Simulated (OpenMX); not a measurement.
Crystal: BiS.

```
Bi S
1.0
     2.10927    1.21779    3.50049
    -2.10927    1.21779    3.50049
     0.00000   -2.43558    3.50049
Bi S
1 1
Direct
  0.00000 0.00000 0.00000
  0.50000 0.50000 0.50000
```

The cell was built by a generator and needn't be a form met in nature.

Base run:

| Property | Result |
| --- | --- |
| Program | OpenMX 3.8.5 |
| Functional | PBE |
| Potentials or basis | OpenMX 2013 PBE set, Bi8.0-s3p2d2f1, S7.0-s2p2d1f1, grid cutoff 500 Ry |
| k mesh | 7 × 7 × 7 |
| Occupations | fermi-dirac, width 0.05 eV |
| Spin | no spin polarisation |

Its results: band gap on the k mesh none (metal or under the smearing width); pressure -0.5 GPa.

**Question.** The run is repeated on the same cell with these changes: dispersion from none to D3(BJ). What comes out?

**Answer.** Band gap on the k mesh none (metal or under the smearing width); pressure -2.8 GPa.

Dispersion adds attraction, which lowers the pressure at fixed volume and, as a term added to the energy, leaves the levels alone.

Caveats: spin-orbit coupling is left out, which moves the levels of the heavy elements; the basis of atomic orbitals isn't converged, which shifts pressures, moduli and gaps; pairwise dispersion overbinds metals, which lowers pressure and volume (some runs).
